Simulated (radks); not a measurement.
# Sc in [Ne] 3s2 3p5 3d1 4s2 5s1: an all-electron calculation

What are the levels of neutral scandium, how large are its shells, and how does its energy divide?

Method: scalar-relativistic Kohn-Sham, r2SCAN, spin-unpolarised, spherical densities, finite nucleus. Code: radks (a radial shooting solver on a logarithmic mesh, Libxc functionals) version 1.

**1. What is computed**

```
element            : scandium (Z = 21)
charge             : 0
electrons          : 21
configuration      : [Ne] 3s2 3p5 3d1 4s2 5s1
nuclear rms radius : 3.5459 fm
```

Outer shells as boxes (Hund's rule):

Sc
```
[Ne] core
3s [↑↓]
3p [↑↓][↑↓][↑ ]
3d [↑ ][  ][  ][  ][  ]
4s [↑↓]
5s [↑ ]
```

**2. The calculation**

The run's settings:

```text
Z 21
configuration [Ne] 3s2 3p5 3d1 4s2 5s1
relativity scalar-relativistic
functional r2scan,r2scan
spin unpolarised
nucleus finite rms 3.5459 fm
c 137.035999084
```

What does the calculation give?

The runs gave:

| quantity | value |
| --- | --- |
| total energy | -762.80180 hartree |
| exchange-correlation share of it | 5.05 % |
| −T/E | 1.0077 |
| highest occupied level | 5s, -1.400 eV |
| most extended occupied level | 5s, <r> = 9.15 bohr |
| radius at density 0.001 e/bohr³ | 4.59 bohr |
| maxima of the radial density | 4 |

5 principal shells are occupied and 4 maxima appear in the radial density; where shells overlap, one shows as a shoulder or not at all. Relativity lifts −T/E to 1.008. This is not the tabulated ground configuration, so its levels and sizes aren't those of the ground state, and no measured value stands beside it.
